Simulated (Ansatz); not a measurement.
**C3H6SSi: one species, many methods**

The task here is to estimate one member of a computed series from the others.

Program: Ansatz 0.2.0, Gaussian basis. Level of theory: functionals in def2-TZVPP, the program's frozen cores in correlated methods. These are calculated values, not measurements.

Plan: PBE-D4, r2SCAN-D4, PBE0-D4, B3LYP-D4, ωB97X-V, ωB97M-V, B2PLYP; CCSD(T)/def2-TZVPP; MP2/def2-QZVPP; extrapolation to the limit.

**The relaxed structure**

All runs share one geometry, relaxed beforehand with PBE0-D4 in a triple-zeta def2 set.

11 atoms, charge 0, spin multiplicity 1.

Atoms are counted from 1 here; the program's logs count them from 0.

Bond lengths: Si1–C2 1.882 Å, Si1–H6 1.487 Å, Si1–H7 1.483 Å, Si1–H8 1.490 Å, C2–C3 1.496 Å, C2–S5 1.848 Å, C2–H9 1.093 Å, C3–C4 1.338 Å, C3–H10 1.082 Å, C4–S5 1.757 Å, C4–H11 1.081 Å. Angles: C2–Si1–H6 110.0°, C2–Si1–H7 108.6°, C2–Si1–H8 109.5°, H6–Si1–H7 110.6°, H6–Si1–H8 108.4°, H7–Si1–H8 109.7°, Si1–C2–C3 114.7°, Si1–C2–S5 109.4°, Si1–C2–H9 113.3°, C3–C2–S5 88.6°, C3–C2–H9 116.3°, S5–C2–H9 111.9°, C2–C3–C4 99.6°, C2–C3–H10 128.8°, C4–C3–H10 131.5°, C3–C4–S5 97.8°, C3–C4–H11 134.4°, S5–C4–H11 127.7° and more.

Set-up of the first run:

File in.yaml:

```yaml
crystal:
  periodic: [false, false, false]
  atoms:
    - {symbol: Si, position_ang: [-1.514010, -0.100120, 0.619811]}
    - {symbol: C, position_ang: [0.268991, 0.483159, 0.464152]}
    - {symbol: C, position_ang: [1.206674, -0.523317, -0.124023]}
    - {symbol: C, position_ang: [1.424763, 0.044056, -1.316269]}
    - {symbol: S, position_ang: [0.453047, 1.487661, -1.075984]}
    - {symbol: H, position_ang: [-2.408192, 1.058644, 0.879430]}
    - {symbol: H, position_ang: [-1.898633, -0.784273, -0.638072]}
    - {symbol: H, position_ang: [-1.629271, -1.048510, 1.762823]}
    - {symbol: H, position_ang: [0.626249, 1.020713, 1.345955]}
    - {symbol: H, position_ang: [1.556144, -1.454991, 0.302156]}
    - {symbol: H, position_ang: [1.979641, -0.240022, -2.199478]}
basis:
  gaussian: {orbitals: def2-TZVPP}
hamiltonian: {xc: pbe, dispersion: d4}
output: {forces: true, orbitals: {seedname: orbitals}}
```

Launch:

```bash
$ ansatz run in.yaml --threads 4 --pin off --events-out ev --progress --plain --max-ram 10444MiB
```

Among the steps run: PBE-D4 (GGA); r2SCAN-D4 (meta-GGA); PBE0-D4 (hybrid); B3LYP-D4 (hybrid); ωB97X-V (range-separated); ωB97M-V (range-separated); B2PLYP (double hybrid); CCSD(T) in def2-TZVPP; MP2 in def2-QZVPP.

One of the session's tables, all rows but one given; the rest of the session is left out.

| method | atomisation energy (kJ/mol) |
| --- | --- |
| PBE-D4 | 4217.0 |
| r2SCAN-D4 | 4134.6 |
| PBE0-D4 | 4150.6 |
| B3LYP-D4 | 4108.0 |
| ωB97X-V | 4134.7 |
| ωB97M-V | 4134.6 |
| B2PLYP | 4063.7 |
| HF/def2-TZVPP | 2984.0 |
| MP2/def2-TZVPP | ? |
| CCSD/def2-TZVPP | 3929.7 |
| CCSD(T)/def2-TZVPP | 4003.9 |
| MP2/CBS | 4186.4 |
| CCSD(T)/CBS | 4114.6 |

**Question.** Estimate the row for MP2/def2-TZVPP.

**Answer.** atomisation energy (kJ/mol): 4075.8. In the column «atomisation energy (kJ/mol)» it lies between B2PLYP (4063.7) and B3LYP-D4 (4108.0).
